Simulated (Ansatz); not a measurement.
The system is CsLiCr2Te2S3.

```
Cs Li Cr Te S
1.0
     7.05684    0.00000    0.00788
     0.00000    3.98060    0.00000
    -2.68302    0.00000    8.67869
Cs Li Cr Te S
1 1 2 2 3
Direct
  0.07739 0.00000 0.37706
  0.86424 0.50000 0.78883
  0.12646 0.00000 0.94616
  0.59290 0.50000 0.97165
  0.50838 0.00000 0.15270
  0.55612 0.00000 0.74893
  0.87426 0.00000 0.68502
  0.25176 0.50000 0.84402
  0.96294 0.50000 0.05357
```

The cell was built by a generator and needn't be a form met in nature.

```yaml
Program: Ansatz 0.2.0
Task: relaxation of cell and atoms
Functional: RPBE
Potentials_or_basis: Ansatz PAW
Cutoff: "420 eV (not typed: the program's choice for these potentials)"
k_mesh: 3 × 5 × 3
Occupations: fermi-dirac, width 0.05 eV
Spin: collinear spin, ferromagnetic start
Starting_moments: "[0.0, 0.0, 3.0, 3.0, 0.0, 0.0, 0.0, 0.0, 0.0] μB"
```

At the start: volume 27.10 Å³/atom.

Q: Where does the relaxation end?

A: It ends after 9 steps and the volume is 28.94 Å³/atom (+6.8 %); space group Pm (No. 6, to 0.05 Å); moment 6.00 μB per cell.

Step by step:
```csv
step,energy change (eV),largest force (eV/Å),volume (Å³)
1,0.0000,0.1612,243.87
2,-0.0555,0.1692,254.79
3,-0.0682,0.0853,258.50
4,-0.0692,0.1313,260.03
5,-0.0714,0.0191,259.86
6,-0.0717,0.0143,260.11
7,-0.0718,0.0174,260.35
8,-0.0719,0.0052,260.44
9,-0.0741,0.0052,260.44
```

Final structure:
```cif
data_structure
_symmetry_space_group_name_H-M 'P 1'
_symmetry_Int_Tables_number 1
_cell_length_a 7.1501
_cell_length_b 4.0603
_cell_length_c 9.3486
_cell_angle_alpha 90.000
_cell_angle_beta 106.343
_cell_angle_gamma 90.000
_cell_volume 260.44
loop_
_atom_site_label
_atom_site_type_symbol
_atom_site_fract_x
_atom_site_fract_y
_atom_site_fract_z
_atom_site_occupancy
Cs1 Cs 0.07500 0.00000 0.37234 1
Li1 Li 0.87050 0.50000 0.79160 1
Cr1 Cr 0.12665 0.00000 0.94685 1
Cr2 Cr 0.59031 0.50000 0.96922 1
Te1 Te 0.50499 0.00000 0.14571 1
Te2 Te 0.55997 0.00000 0.75236 1
S1 S 0.87576 0.00000 0.69052 1
S2 S 0.25265 0.50000 0.84800 1
S3 S 0.95862 0.50000 0.05134 1
```

Caveat: the plane-wave basis is chosen anew once the cell has moved, so the energies of steps on either side of that aren't comparable; only a ferromagnetic start was run, and an antiferromagnetic order may lie lower in energy; the PAW data sets come from PBE, with cores solved anew for the run's functional, which leaves a small shift of forces and pressure.
